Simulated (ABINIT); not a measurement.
The system is TiNbC2.

```
Nb Ti C
1.0
     1.56522    0.90368    5.09669
    -1.56522    0.90368    5.09669
     0.00000   -1.80736    5.09669
Nb Ti C
1 1 2
Direct
  0.00000 0.00000 0.00000
  0.50000 0.50000 0.50000
  0.24757 0.24757 0.24757
  0.75243 0.75243 0.75243
```

The cell comes from a database or a generator and needn't be the stable form of this composition.

```yaml
Program: ABINIT 10.8.3 (patched build)
Task: relaxation of cell and atoms
Functional: PBEsol
Potentials_or_basis: JTH PAW PBE v2.0
Cutoff: 517 eV
k_mesh: 8 × 8 × 8
Occupations: fermi-dirac, width 0.05 eV
Spin: no spin polarisation
```

At the start: pressure -8.9 GPa; volume 10.81 Å³/atom.

Problem. How do energy, volume and symmetry change on relaxing?

Solution. Over 7 steps the energy falls by 9.7 meV/atom and the volume is 10.48 Å³/atom (-3.1 %); space group R-3m (No. 166, to 0.05 Å).

Step by step:
```
step  energy change (eV)  largest force (eV/Å)  pressure (GPa)  volume (Å³)
   1              0.0000                0.2335           -8.88        43.25
   2             -0.0376                0.1030           -1.33        42.09
   3             -0.0385                0.0615            0.10        41.89
   4             -0.0386                0.0463            0.10        41.89
   5             -0.0387                0.0007            0.00        41.91
   6             -0.0387                0.0004            0.00        41.91
   7             -0.0387                0.0000            0.00        41.91
```

Final structure:
```
Nb Ti C
1.0
     1.54835    0.89394    5.04695
    -1.54835    0.89394    5.04695
     0.00000   -1.78788    5.04695
Nb Ti C
1 1 2
Direct
  0.00000 0.00000 0.00000
  0.50000 0.50000 0.50000
  0.24799 0.24799 0.24799
  0.75201 0.75201 0.75201
```

Caveat: the PAW data sets were made with another functional, which shifts forces and pressure a little.
